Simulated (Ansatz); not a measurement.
**TaN: how the settings move a relaxation**

Aim: see which settings change the result for TaN, by how much, and at what cost.

Computed with Ansatz 0.2.0 (reference: DFT, PBEsol, PAW with Ansatz's default frozen-core files, scalar-relativistic; relaxation of cell and atoms, unless a step's input says otherwise).

**1. The starting structure**

It takes space group P-6m2 (No. 187, hexagonal). The conventional cell has a = 2.938 Å, b = 2.938 Å, c = 2.883 Å, α = 90.00°, β = 90.00°, γ = 120.00°. Ta (site symmetry -6m2) has 6 N at 2.23 Å as nearest neighbours. Around N (site symmetry -6m2) lie 6 Ta at 2.23 Å.

As a file:

```cif
data_structure
_symmetry_space_group_name_H-M 'P-6m2'
_symmetry_Int_Tables_number 187
_cell_length_a 2.9380
_cell_length_b 2.9380
_cell_length_c 2.8830
_cell_angle_alpha 90.000
_cell_angle_beta 90.000
_cell_angle_gamma 120.000
_cell_volume 21.55
loop_
_atom_site_label
_atom_site_type_symbol
_atom_site_symmetry_multiplicity
_atom_site_Wyckoff_symbol
_atom_site_fract_x
_atom_site_fract_y
_atom_site_fract_z
_atom_site_occupancy
Ta1 Ta 1 b 0.00000 0.00000 0.50000 1
N1 N 1 e 0.66667 0.33333 0.00000 1
```

**2. The reference run**

input.yaml

```yaml
crystal:
  lattice:
    - [2.93799999999, 0.0, 0.0]
    - [-1.469, 2.54438263631, 0.0]
    - [0.0, 0.0, 2.883]
  atoms:
    - { symbol: Ta, position: [0.0, 0.0, 0.5] }
    - { symbol: "N", position: [0.666666666667, 0.333333333333, 0.0] }
kpoints:
  mp_grid: { grid: [12, 12, 12] }
scf:
  occupations: { method: fermi_dirac, width: 0.05 }
hamiltonian:
  xc: pbesol
  pseudopotentials: { kind: paw }
relax:
  f_tol: 0.002
  max_steps: 80
  cell: {}
output:
  forces: true
  stress: true
  write_density: true
  write_potential: true
  elf: true
  volumetric_format: npy
```

The run is started by

```sh
> ansatz run input.yaml --threads 1 --pin off --max-ram 3072MiB --backend cpu --events-out ev --progress --plain --runs-dir out
```

From the output:

```text
[...]
Basis set: ecut = 420 eV, 405 PW (Γ), exchange–correlation on 40×40×40 points (8 copies of the dense FFT grid, shifted against one another)
[...]
k-points: 133 of 1728 (time reversal used)
[...]
SCF iter   1: F=—  HF=-10187.652516 eV  |F-HF|=—  |Δ(HF+E_count)|=         —  Δρ=1.72e-2  dr2=6.03e-2  ethr=1.77e-3  ⟨swp⟩=6.0  Hψ=8874  notcnv=0
preconditioner: auto → none  [insulator: Δε(μ)=0.187 eV  Ē_g=10.966 eV  σ=0.050 eV  W_gap=0.73  n_scr=8 (ndim 8)  ℏωp=25.3 eV  f_vac=0.000  D(μ)=0.05/eV (n_scr^D=0)  ε∞_Penn≈6.3]
SCF iter   2: F=—  HF=-10187.641260 eV  |F-HF|=—  |Δ(HF+E_count)|=   1.13e-2  Δρ=5.70e-3  dr2=6.68e-3  ethr=3.35e-4  ⟨swp⟩=2.0  Hψ=3241  notcnv=0
[...]
relax step   1: F+E_penalty+E_count = -10187.64014828 eV  Δ(F+E_penalty+E_count) = +0.000e0 eV  max|allowed force component| = 5.551e-17 eV/Å  Δτ_max = 0.0000 Å  P = -4.872 GPa  Ω = 21.552 Å³  (6 SCF iters, dr2 threshold 1.00e-7 eV, accepted)
[...]
relax step   2: F+E_penalty+E_count = -10187.64306153 eV  Δ(F+E_penalty+E_count) = -2.913e-3 eV  max|allowed force component| = 3.701e-17 eV/Å  Δτ_max = 0.0000 Å  P = +3.182 GPa  Ω = 21.069 Å³  energy of the carried Pulay correction = +1.448e-3 eV  (6 SCF iter
[...]
relax step   3: F+E_penalty+E_count = -10187.64548001 eV  Δ(F+E_penalty+E_count) = -2.418e-3 eV  max|allowed force component| = 7.401e-17 eV/Å  Δτ_max = 0.0000 Å  P = +0.099 GPa  Ω = 21.255 Å³  energy of the carried Pulay correction = +8.790e-4 eV  (6 SCF iter
[...]
relax step   4: F+E_penalty+E_count = -10187.64551836 eV  Δ(F+E_penalty+E_count) = -3.835e-5 eV  max|allowed force component| = 9.252e-17 eV/Å  Δτ_max = 0.0000 Å  P = -0.003 GPa  Ω = 21.259 Å³  energy of the carried Pulay correction = +8.692e-4 eV  (6 SCF iter
[...]
relax step   5: F+E_penalty+E_count = -10187.64474782 eV  Δ(F+E_penalty+E_count) = +7.705e-4 eV  max|allowed force component| = 1.850e-17 eV/Å  Δτ_max = 0.0000 Å  P = -0.062 GPa  Ω = 21.259 Å³  stress off target by 6.57e-2 GPa  SCF on the basis re-selected at 
[...]
relax step   6: F+E_penalty+E_count = -10187.64475943 eV  Δ(F+E_penalty+E_count) = -1.161e-5 eV  max|allowed force component| = 1.850e-17 eV/Å  Δτ_max = 0.0000 Å  P = -0.000 GPa  Ω = 21.255 Å³  energy of the carried Pulay correction = +1.088e-5 eV  (6 SCF iter
[...]
SCF iter   7: F=-10187.644744 eV  HF=-10187.644744 eV  |F-HF|=3.64e-12  |Δ(HF+E_count)|=  1.82e-12  Δρ=2.14e-9  dr2=4.73e-16  ethr=1.00e-12  ⟨swp⟩=1.0  Hψ=1729  notcnv=0
SCF iter   8: F=-10187.644744 eV  HF=-10187.644744 eV  |F-HF|=7.28e-12  |Δ(HF+E_count)|=  3.64e-12  Δρ=4.47e-10  dr2=2.78e-17  ethr=1.00e-12  ⟨swp⟩=2.8  Hψ=4838  notcnv=0
[...]
relax step   7: F+E_penalty+E_count = -10187.64474367 eV  Δ(F+E_penalty+E_count) = +1.576e-5 eV  max|allowed force component| = 5.551e-17 eV/Å  Δτ_max = 0.0000 Å  P = -0.001 GPa  Ω = 21.255 Å³  stress off target by 9.14e-4 GPa  SCF on the basis re-selected at 
[...]
SCF converged after 8 iterations
Free energy (F): -10187.644744 eV
[...]
E sigma→0 (E₀):  -10187.644498 eV
[...]
Fermi energy:    20.425116 eV
[...]
  P = ⅓ Tr σ = -0.0008 GPa (-0.008 kbar)
[...]
--- Relaxed structure (5 steps of the walk, 5 accepted, 2 SCFs on fresh bases) ---
[...]
```

Run time: 12 s. Hardware: 1 thread of Intel Xeon 6975P-C (Granite Rapids), shared host; peak memory 0.41 GiB.

**3. Changed: occupations.method tetrahedron_uncorrected, width left out**

Edit input.yaml of step 2 so:

```diff
@@ -11,3 +11,3 @@
 scf:
-  occupations: { method: fermi_dirac, width: 0.05 }
+  occupations: { method: tetrahedron_uncorrected }
 hamiltonian:
@@ -22,5 +22 @@
   stress: true
-  write_density: true
-  write_potential: true
-  elf: true
-  volumetric_format: npy
```

The run is started by

```sh
> ansatz run input.yaml --threads 1 --pin off --max-ram 3072MiB --backend cpu --events-out ev --progress --plain --runs-dir out
```

The log of the run (excerpt; [...] marks lines left out):

```text
Warning: relax: with tetrahedron occupations the Hellmann–Feynman forces and the energy need not agree along the walk (scf.occupations.method in the input reference, under Limitations); prefer a smearing scheme for the relaxation and re-run the relaxed geometry with tetrahedron [...]
Pseudopotentials: kind: paw
Pseudopotential: Ta, paw, valence charge 13, recommended cutoff 420 eV (normal), Ta.paw.azcp
Pseudopotential: N, paw, valence charge 5, recommended cutoff 420 eV (normal), N.paw.azcp
Functional definition: PBEsol
[...]
Crystal: 2 atoms, lattice volume = 21.552 Å³
Basis set: ecut = 420 eV, 405 PW (Γ), exchange–correlation on 40×40×40 points (8 copies of the dense FFT grid, shifted against one another)
Bands: 13, of which v1, the nominal top of the filled ones, is band 9 counted from 1 (8 counted from 0)
Symmetry: 12 space group operations
Space group: P-6m2 (ITA 187), of the structure as read, at distance tolerance 2.8e-5 Å
k-points: 133 of 1728 (time reversal used)
[...]
SCF iter   1: F=—  HF=-10187.651388 eV  |F-HF|=—  |Δ(HF+E_count)|=         —  Δρ=1.71e-2  dr2=5.97e-2  ethr=1.77e-3  ⟨swp⟩=6.1  Hψ=9064  notcnv=0
[...]
relax step   1: F+E_penalty+E_count = -10187.63912217 eV  Δ(F+E_penalty+E_count) = +0.000e0 eV  max|allowed force component| = 5.551e-17 eV/Å  Δτ_max = 0.0000 Å  P = -4.865 GPa  Ω = 21.552 Å³  (6 SCF iters, dr2 threshold 1.00e-7 eV, accepted)
[...]
relax step   6: F+E_penalty+E_count = -10187.64371554 eV  Δ(F+E_penalty+E_count) = -1.222e-5 eV  max|allowed force component| = 3.701e-17 eV/Å  Δτ_max = 0.0000 Å  P = -0.001 GPa  Ω = 21.256 Å³  energy of the carried Pulay correction = +1.142e-5 eV  (3 SCF iters, dr2 threshold 1.12e-8 eV, accepted)
[...]
relax step   7: F+E_penalty+E_count = -10187.64371131 eV  Δ(F+E_penalty+E_count) = +4.223e-6 eV  max|allowed force component| = 7.401e-17 eV/Å  Δτ_max = 0.0000 Å  P = -0.001 GPa  Ω = 21.256 Å³  stress off target by 8.25e-4 GPa  SCF on the basis re-selected at this cell (its energy is not [...]
SCF converged after 5 iterations
Free energy (F): -10187.643711 eV
[...]
E sigma→0 (E₀):  -10187.643711 eV
Entropy (-TS):   -0.000080 eV (-0.040 meV/atom)
Fermi energy:    20.376819 eV
[...]
--- Forces (eV/Å), atoms counted from 1 ---
  atom   1  Ta     0.00000000     0.00000000     0.00000000
  atom   2  N      0.00000000     0.00000000     0.00000000
[...]
--- Stress (GPa, compression-positive) ---
       -0.000825       0.000000       0.000000
       -0.000000      -0.000825       0.000000
        0.000000       0.000000      -0.000651
  P = ⅓ Tr σ = -0.0008 GPa (-0.008 kbar)
--- Band table (eV; the first three rows and the last of 133) ---
  k-point 0: bands = ["-47.9602", "-14.3088", "-14.0389", "-14.0389", "2.5686", "15.7600", "15.7600", "16.1017", "17.4474", "22.6929", "24.0344", "24.0344", "24.4533"]
[...]
--- Relaxed structure (5 steps of the walk, 5 accepted, 2 SCFs on fresh bases) ---
  F+E_penalty+E_count = -10187.64371131 eV   max|allowed force component| = 7.401e-17 eV/Å   (the final SCF, on the basis selected at the relaxed cell)
  cell:  # Å, volume = 21.2559 Å³
    - [2.9240394342046594, 2.8731267554666533e-12, 0.0]
    - [-1.462019717104818, 2.5322924316872752, 0.0]
    - [0.0, 0.0, 2.8706710898891155]
  atoms:
    - { symbol: Ta, position: [0.0, 3.7007434154163464e-17, 0.4999999999999999] }
    - { symbol: N, position: [0.6666666666666667, 0.33333333333333326, 0.0] }
```

It took 11 s on 1 thread of Intel Xeon 6975P-C (Granite Rapids), shared host; peak memory 0.4 GiB.

Changing the smearing leaves the energy as it was (+0.4 meV/atom).

**4. Comparison**

| run | ending | energy change | pressure (GPa) | gap (eV) | force (eV/Å) | cycles | time |
| --- | --- | --- | --- | --- | --- | --- | --- |
| reference | converged | 0 | 0.0 | 0.00 | 0.00 | 46 | 12 s |
| 1: occupations.method tetrahedron_uncorrected, width left out | converged | +0.4 meV/atom (σ→0) | 0.0 | 0.00 | 0.00 | 34 | 11 s |

Times don't compare one to one where runs were asked for different outputs or read a saved state (see the inputs); cycles may leave out searches for a lower state.

Changing the smearing leaves the energy as it was (+0.4 meV/atom).
